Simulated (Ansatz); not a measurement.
**CH5BClN (SMILES CNBCl) at BHLYP/def2-SVP**

What is the vertical ionisation energy of CH5BClN at BHLYP/def2-SVP? 

The results are computed with Ansatz 0.2.0.

128 further runs of the same task are left out: 128 set aside as unsound or not needed.

## 1. The molecule

The species is CH5BClN (9 atoms), meant as a singlet with charge 0. SMILES: `CNBCl`. The coordinates come from a PBE0-D4/def2-TZVP relaxation. This is one conformer, not always the lowest.

Bond lengths: C1–N2 1.445 Å, N2–B3 1.381 Å, B3–Cl4 1.771 Å, C1–H5 1.094 Å, C1–H6 1.094 Å, C1–H7 1.090 Å, N2–H8 1.009 Å, B3–H9 1.192 Å. Some angles: C1–N2–B3 126.0°, N2–B3–Cl4 119.6°, C1–N2–H8 115.0°, B3–N2–H8 119.0°, N2–C1–H5 111.4°, N2–C1–H6 111.4°, N2–C1–H7 109.2°, N2–B3–H9 121.5°, Cl4–B3–H9 118.9°, H5–C1–H6 108.3°.

## 2. A single-point energy at BHLYP/def2-SVP

File run.yaml:

```yaml
crystal:
  periodic: [false, false, false]
  atoms:
    - symbol: C
      position_ang: [0.510100, 0.482100, -0.973400]
    - symbol: N
      position_ang: [-0.407900, -0.226000, -0.111700]
    - symbol: B
      position_ang: [-0.261100, -0.415200, 1.248200]
    - symbol: Cl
      position_ang: [-1.495300, -1.314500, 2.144800]
    - symbol: H
      position_ang: [0.907000, -0.170400, -1.756500]
    - symbol: H
      position_ang: [0.027900, 1.338900, -1.452800]
    - symbol: H
      position_ang: [1.346700, 0.849900, -0.380000]
    - symbol: H
      position_ang: [-1.220500, -0.605500, -0.573900]
    - symbol: H
      position_ang: [0.681600, 0.014200, 1.838200]
basis:
  gaussian:
    orbitals: def2-SVP
hamiltonian:
  xc: {name: BHLYP}
accuracy: high
output: {orbitals: {seedname: orbitals}}
```

Command:

```sh
$ ansatz run run.yaml --threads 1 --pin off --max-ram 3480MiB --events-out events.jsonl --progress --plain --runs-dir runs
```

The log of the run:

```text
Warning: RAYON_NUM_THREADS=1 ignored (pool sized by the plan → 1); use --threads N
Functional definition: BHLYP
  name "BHLYP"
  parameter a = 0.5
  exchange = (1 - a)*b88_x + a*exact_x
  correlation = lyp_c
2017 factors; integrals over basis functions are off by at most 8.2e-9 eV
mean field evaluation 1: about -15797.9033 eV, gradient 3.8e1 eV
mean field evaluation 2: about -15797.8140 eV, gradient 3.9e1 eV
mean field evaluation 4: about -15801.0654 eV, gradient 1.2e0 eV
mean field evaluation 8: about -15801.4992 eV, gradient 2.3e-1 eV
mean field evaluation 16: about -15801.4994 eV, gradient 5.8e-5 eV
mean field -15801.49936628 eV, -580.6943910700 hartree, gradient 2.2e-8 eV, S^2 0.000000; 0 other end points of the search recorded, 0 dependent functions left out
reference -15801.49939164 eV, -580.6943920018 hartree; 20, 20 occupied and 65, 65 virtual orbitals, 2017 factors
Total energy: -15801.49939164 eV, -580.6943920018 hartree
```

It took 6.3 s on 1 thread of Arm Neoverse V2, shared host; peak memory 0.27 GiB.

## 3. The doublet cation at the same level

File input.yaml:

```yaml
crystal:
  periodic: [false, false, false]
  atoms:
    - {symbol: C, position_ang: [0.510100, 0.482100, -0.973400]}
    - {symbol: "N", position_ang: [-0.407900, -0.226000, -0.111700]}
    - {symbol: B, position_ang: [-0.261100, -0.415200, 1.248200]}
    - {symbol: Cl, position_ang: [-1.495300, -1.314500, 2.144800]}
    - {symbol: H, position_ang: [0.907000, -0.170400, -1.756500]}
    - {symbol: H, position_ang: [0.027900, 1.338900, -1.452800]}
    - {symbol: H, position_ang: [1.346700, 0.849900, -0.380000]}
    - {symbol: H, position_ang: [-1.220500, -0.605500, -0.573900]}
    - {symbol: H, position_ang: [0.681600, 0.014200, 1.838200]}
basis:
  gaussian:
    orbitals: def2-SVP
hamiltonian:
  xc: {name: BHLYP}
output: {orbitals: {seedname: orbitals}}
accuracy: high
total_charge: 1
magnetization:
  spin_polarized: true
  initial_magnetization: 1
```

Command:

```sh
$ ansatz run input.yaml --threads 1 --pin off --max-ram 3480MiB --events-out events.jsonl --progress --plain --runs-dir runs
```

The log of the run:

```text
Warning: RAYON_NUM_THREADS=1 ignored (pool sized by the plan → 1); use --threads N
[... 5 set-up lines as earlier in the session ...]
2017 factors; integrals over basis functions are off by at most 8.2e-9 eV
mean field evaluation 1: about -15781.4546 eV, gradient 4.4e1 eV
mean field evaluation 2: about -15770.2190 eV, gradient 6.4e1 eV
mean field evaluation 4: about -15790.3240 eV, gradient 3.5e0 eV
mean field evaluation 8: about -15790.4687 eV, gradient 2.1e-1 eV
mean field evaluation 16: about -15791.2421 eV, gradient 7.0e0 eV
mean field evaluation 32: about -15791.5247 eV, gradient 3.4e0 eV
mean field -15791.59465947 eV, -580.3303998083 hartree, gradient 2.5e-8 eV, S^2 0.767503; 2 other end points of the search recorded, 0 dependent functions left out
reference -15791.59468502 eV, -580.3304007471 hartree; 20, 19 occupied and 65, 66 virtual orbitals, 2017 factors
Total energy: -15791.59468502 eV, -580.3304007471 hartree
```

It took 12 s on 1 thread of Arm Neoverse V2, shared host; peak memory 0.39 GiB.

## 4. Outcome

Level: BHLYP/def2-SVP.

```
                                          quantity          value
                     singlet CH5BClN: total energy  -580.69439 Eh
                      singlet CH5BClN: HOMO energy       -8.88 eV
                      singlet CH5BClN: LUMO energy        1.70 eV
                    singlet CH5BClN: HOMO–LUMO gap       10.59 eV
                      doublet cation: total energy  -580.33040 Eh
doublet cation: HOMO energy (highest over α and β)      -15.68 eV
 doublet cation: LUMO energy (lowest over α and β)      -10.98 eV
                              doublet cation: ⟨S²⟩          0.768
vertical ionisation energy (to the doublet cation)       9.905 eV
```

What this shows: The vertical ionisation energy comes to 9.90 eV (228 kcal/mol). −ε(HOMO) before ionisation, 8.88 eV, is 1.02 eV below this ionisation energy.
